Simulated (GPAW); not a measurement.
# SbS2 (I-42d) in GPAW: single point with PBE

Aim: the single point of SbS2 with PBE.

All numbers are computed with GPAW 26.7.0; they aren't measurements. Logs are shortened: lines on timing, memory, paths and dates and some standing lists are left out, and cuts for length are marked. The log counts tension as positive stress, the text compression.

### 1 The structure

It takes space group I-42d (No. 122, tetragonal). Conventional cell: a = 6.061 Å, b = 6.061 Å, c = 11.595 Å, α = 90.00°, β = 90.00°, γ = 90.00°. Around Sb (site symmetry -4) lie 4 S at 2.50 Å. Around S (site symmetry 2) lie 2 Sb at 2.50 Å.

The cell comes from a database or a generator and needn't be the stable form of this composition.

### 2 Single point, PBE

run.py reads:

```python
from ase import Atoms
from ase.dft.bandgap import bandgap
from ase.io import write
from ase.units import GPa
from gpaw import GPAW, PW

atoms = Atoms(['Sb', 'Sb', 'S', 'S', 'S', 'S'],
              cell=[[-3.030715, 3.030715, 5.797597],
                    [3.030715, -3.030715, 5.797597],
                    [3.030715, 3.030715, -5.797597]],
              scaled_positions=[[0.0, 0.0, 0.0],
                                [0.75, 0.25, 0.5],
                                [0.649029, 0.125, 0.024029],
                                [0.375, 0.350971, 0.475971],
                                [0.100971, 0.625, 0.975971],
                                [0.875, 0.899029, 0.524029]],
              pbc=True)

calc = GPAW(mode=PW(450),
            xc='PBE',
            kpts={'size': (5, 5, 5), 'gamma': True},
            occupations={'name': 'fermi-dirac', 'width': 0.05},
            nbands=44,
            maxiter=120,
            txt='gpaw.txt')
atoms.calc = calc
energy = atoms.get_potential_energy()
forces = atoms.get_forces()
stress = atoms.get_stress()
calc.write('gs.gpw')
write('result.traj', atoms)
print(f'Energy: {energy:.6f} eV')
print('Forces (eV/A):')
print(forces.round(4))
print('Stress (GPa):', (stress / GPa).round(3))
print('Fermi level:', round(calc.get_fermi_level(), 4), 'eV')
print(f'Gap: {bandgap(calc)[0]:.4f} eV, direct: {bandgap(calc, direct=True)[0]:.4f} eV')
```

Potentials or basis: GPAW PAW data sets (gpaw-data 1.2.1), pw.

Started as:

```bash
$ OMP_NUM_THREADS=1 python run.py
```

gpaw.txt:

```text
__  _  _
 | _ |_)|_||  |
 |__||  | ||/\| - 26.7.0

Input parameters:
  mode=PW(ecut=450.00000000000006),
  kpts=MonkhorstPack(size=(5, 5, 5), gamma=True),
  maxiter=120,
  nbands=44,
  occupations=Occupations(name='fermi-dirac', width=0.05),
  xc=XC(name='PBE')

Diagonalizing LCAO Hamiltonian
Converting LCAO to pw mode

                S

        S
             Sb

               S

           Sb
                       S

Atoms  # Å, Bohr magnetons
|   | symbol |         x |        y |         z |    initial magnetic moments |
|---|--------|-----------|----------|-----------|-----------------------------|
| 0 |     Sb |  0.000000 | 0.000000 |  0.000000 | ( 0.0000,  0.0000,  0.0000) |
| 1 |     Sb |  0.000000 | 3.030715 |  2.898798 | ( 0.0000,  0.0000,  0.0000) |
| 2 |      S | -1.515357 | 1.661008 |  4.348198 | ( 0.0000,  0.0000,  0.0000) |
| 3 |      S |  1.369707 | 1.515357 |  1.449399 | ( 0.0000,  0.0000,  0.0000) |
| 4 |      S |  4.546073 | 1.369707 | -1.449399 | ( 0.0000,  0.0000,  0.0000) |
| 5 |      S |  1.661008 | 1.515357 |  7.246996 | ( 0.0000,  0.0000,  0.0000) |

Unit cell  # Å
| periodic |         x |         y |         z |  lengths |     angles |
|----------|-----------|-----------|-----------|----------|------------|
|      yes | -3.030715 |  3.030715 |  5.797597 | 7.209896 | 130.286009 |
|      yes |  3.030715 | -3.030715 |  5.797597 | 7.209896 | 130.286009 |
|      yes |  3.030715 |  3.030715 | -5.797597 | 7.209896 |  72.949945 |

Number of symmetries: 4
Symmetry operations  # r_c * U_cc + t_c -> r_c
|   | kind |            matrix            |
|---|------|------------------------------|
| 0 |  E   |  1, 0, 0,  0, 1, 0,  0, 0, 1 |
| 1 |  C2  |  0, 1, 0,  1, 0, 0, -1,-1,-1 |
| 2 |  S4  |  0, 0, 1, -1,-1,-1,  0, 1, 0 |
| 3 |  S4  | -1,-1,-1,  0, 0, 1,  1, 0, 0 |

BZ-sampling:
  Number of BZ points: 125
  Number of IBZ points: 21

  Monkhorst-Pack size: [5, 5, 5]
  Monkhorst-Pack shift: [0, 0, 0]

K-points  # in reciprocal-cell coordinates
|     |                                coordinates |     weight |
|-----|--------------------------------------------|------------|
|   0 | (  0.00000000,   0.00000000,   0.00000000) | 0.00800000 |
|   1 | (  0.20000000,  -0.20000000,   0.00000000) | 0.03200000 |
|   2 | (  0.20000000,  -0.20000000,   0.20000000) | 0.03200000 |
|   3 | (  0.20000000,   0.00000000,   0.00000000) | 0.06400000 |
|   4 | (  0.20000000,   0.20000000,  -0.20000000) | 0.01600000 |
|   5 | (  0.40000000,  -0.40000000,  -0.20000000) | 0.03200000 |
|   6 | (  0.40000000,  -0.40000000,   0.00000000) | 0.03200000 |
|   7 | (  0.40000000,  -0.40000000,   0.20000000) | 0.03200000 |
|   8 | (  0.40000000,  -0.40000000,   0.40000000) | 0.03200000 |
|   9 | (  0.40000000,  -0.20000000,  -0.20000000) | 0.06400000 |
| ... |                                            |            |
|  20 | (  0.40000000,   0.40000000,   0.40000000) | 0.06400000 |

Plane wave coefficients: 4664
Cutoff: 450.00000000000006 eV

Spin-components: 1 (collinear spins)
Bands:           44
Projectors:      32
Spin-degeneracy: 2
Datatype:        complex128

Parallelization:
  kpt:    1
  domain: 1
  band:   1

Density:
  Valence electrons: 54.0
  Components: 1
  Grid points: [36 36 36]
  Charge: 0.0  # |e|

Potential:
  Grid points: [36 36 36]

species:
  Sb:
    name:    Antimony
    Z:       51.0
    valence: 15
    core:    36
    charge:  0.0  # [|e|]
    compensation charges:
      type: gauss
      rc: 0.36  # [Å]
      lmax: 2
    cutoffs:
      filter: 2.23  # [Å]
      core: 2.23  # [Å]
    projectors
    | kind |    occ | energy [eV] | rcut [Å] |
    |------|--------|-------------|----------|
    |   5s |  2.000 |     -12.815 |    1.154 |
    |   5p |  3.000 |      -4.830 |    1.233 |
    |   4d | 10.000 |     -33.514 |    1.196 |
    |    s |        |      14.396 |    1.154 |
    |    p |        |      22.381 |    1.233 |
    |    d |        |      -6.303 |    1.196 |

    Using partial waves for Sb as LCAO basis

  S:
    name:    Sulfur
    Z:       16.0
    valence: 6
    core:    10
    charge:  0.0  # [|e|]
    compensation charges:
      type: gauss
      rc: 0.24  # [Å]
      lmax: 2
    cutoffs:
      filter: 1.77  # [Å]
      core: 1.66  # [Å]
    projectors
    | kind |    occ | energy [eV] | rcut [Å] |
    |------|--------|-------------|----------|
    |   3s |  2.000 |     -17.254 |    0.974 |
    |   3p |  4.000 |      -7.008 |    0.979 |
    |    s |        |       9.957 |    0.974 |
    |    p |        |      20.203 |    0.979 |
    |    d |        |       0.000 |    0.900 |

    Using partial waves for S as LCAO basis

Reference energy: -395993.596086  # eV

eigensolver:
  PPCG
  Converge bands: occupied
  niter=2

density mixing:
  MSR1-Mixer
  Pratt-step length: 0.05
  Maximum mixing coefficient: 0.75
  Old densities: 10
  SVD Regularization: 0.005
  Good broyden scale: 1.0
  Trust region scale: 1.0
  Backstep threshold: 4.0
  History deletion threshold: 6.0
  Fourier metric: weight=20.0, sigma=0.015

occupation numbers:
  Fermi-Dirac:
    width: 0.0500  # eV

poisson solver:
  ecut: 3600.0000000000005  # eV

xc functional:
  name: PBE with 2 nearest neighbor stencil

convergence criteria:
- Maximum [total energy] change in last 3 cyles: 0.0005 eV / valence electron
- Maximum integral of absolute [dens]ity change: 0.0001 electrons / valence electron
- Maximum integral of absolute [eigenst]ate change: 4e-08 eV^2 / valence electron
maximum number of iterations: 120

SCF iterations
|iter     | |      energy | eigst |  dens |
|---------|-|-------------|-------|-------|
|iter:   1| |  -25.755820 | +0.57 |       |
|iter:   2| |  -25.600767 | -0.86 | -1.06 |
|iter:   3| |  -24.472691 | -1.44 | -1.12 |
|iter:   4| |  -24.389841 | -1.96 | -1.54 |
|iter:   5| |  -24.382769 | -3.01 | -1.93 |
|iter:   6| |  -24.382143c| -4.32 | -2.65 |
|iter:   7| |  -24.382222c| -5.10 | -3.10 |
|iter:   8| |  -24.382227c| -5.91 | -3.63 |
|iter:   9| |  -24.382236c| -6.74 | -3.90 |
|iter:  10| |  -24.382235c| -7.88c| -4.73c|

Converged in 10 steps
Energy contributions relative to reference atoms: (reference = -395993.596086)

Energy contributions:
  Kinetic:          20.682432
  Coulomb:         -23.088032
  Zero:              0.497843
  External:          0.000000
  Xc:              -22.452846
  Entropy:          -0.043262
  Spinorbit:         0.000000
  ----------------------------
  Free energy:     -24.403866
  Extrapolated:    -24.382235

dipole moment: (-10.909275, -10.927221, -20.886029)  # |e|*Ang

Fermi level: 2.028
Eigenvalues  # (at kpt = [0.000, 0.000, 0.000])
| band index |      eig [eV] | occ [0-2] |
|------------|---------------|-----------|
|          0 |       -27.937 |     2.000 |
|        ... |               |           |
|         19 |        -1.677 |     2.000 |
|         20 |        -0.386 |     2.000 |
|         21 |        -0.386 |     2.000 |
|         22 |        -0.280 |     2.000 |
|         23 |         0.472 |     2.000 |
|         24 |         0.523 |     2.000 |
|         25 |         0.523 |     2.000 |
|         26 |         1.558 |     2.000 |
|         27 |         3.012 |     0.000 |
|         28 |         3.834 |     0.000 |
|         29 |         3.838 |     0.000 |
|         30 |         3.838 |     0.000 |
|         31 |         5.231 |     0.000 |
|         32 |         5.845 |     0.000 |
|         33 |         5.845 |     0.000 |
|         34 |         6.862 |     0.000 |
|        ... |               |           |
|         43 |        11.912 |     0.000 |

No gap
No difference between direct/indirect transitions

Forces  # eV/Ang
|        x |        y |        z |
|----------|----------|----------|
|  0.00000 |  0.00000 |  0.00000 |  # Sb   0
|  0.00000 |  0.00000 |  0.00000 |  # Sb   1
|  0.00004 |  0.05494 | -0.00014 |  # S    2
| -0.05494 |  0.00004 |  0.00014 |  # S    3
| -0.00004 | -0.05494 | -0.00014 |  # S    4
|  0.05494 | -0.00004 |  0.00014 |  # S    5

Stress tensor  # eV/Ang^3
|        x |        y |        z |
|----------|----------|----------|
| 0.003777 | 0.000000 | 0.000000 |
| 0.000000 | 0.003777 | 0.000000 |
| 0.000000 | 0.000000 | 0.003511 |

# Writing to gs.gpw (mode='')
```

Wall time 90 s (1 thread of Arm Neoverse V2, shared host); peak memory 0.29 GiB.

What came out:

* Free energy: -24.4039 eV
* Pressure: -0.6 GPa
* Largest force: 0.055 eV/Å
* Band gap on the k mesh: none (metal or under the smearing width)

Forces on the atoms (eV/Å):
```
Sb   0.000  0.000  0.000
Sb   0.000  0.000  0.000
S    0.000  0.055  0.000
S   -0.055  0.000  0.000
S    0.000 -0.055  0.000
S    0.055  0.000  0.000
```

Levels at points of the mesh, in eV from the Fermi level:
| k point | band 24 | band 25 | band 26 | band 27 | band 28 | band 29 | band 30 | band 31 |
| --- | --- | --- | --- | --- | --- | --- | --- | --- |
| (0.00, 0.00, 0.00) | -1.56 | -1.50 | -1.50 | -0.47 | 0.98 | 1.81 | 1.81 | 1.81 |

Caveat: the cutoff is short for stress and forces, so pressures can be off by a GPa or more. Spin-orbit coupling is left out, which matters for the levels of Sb.
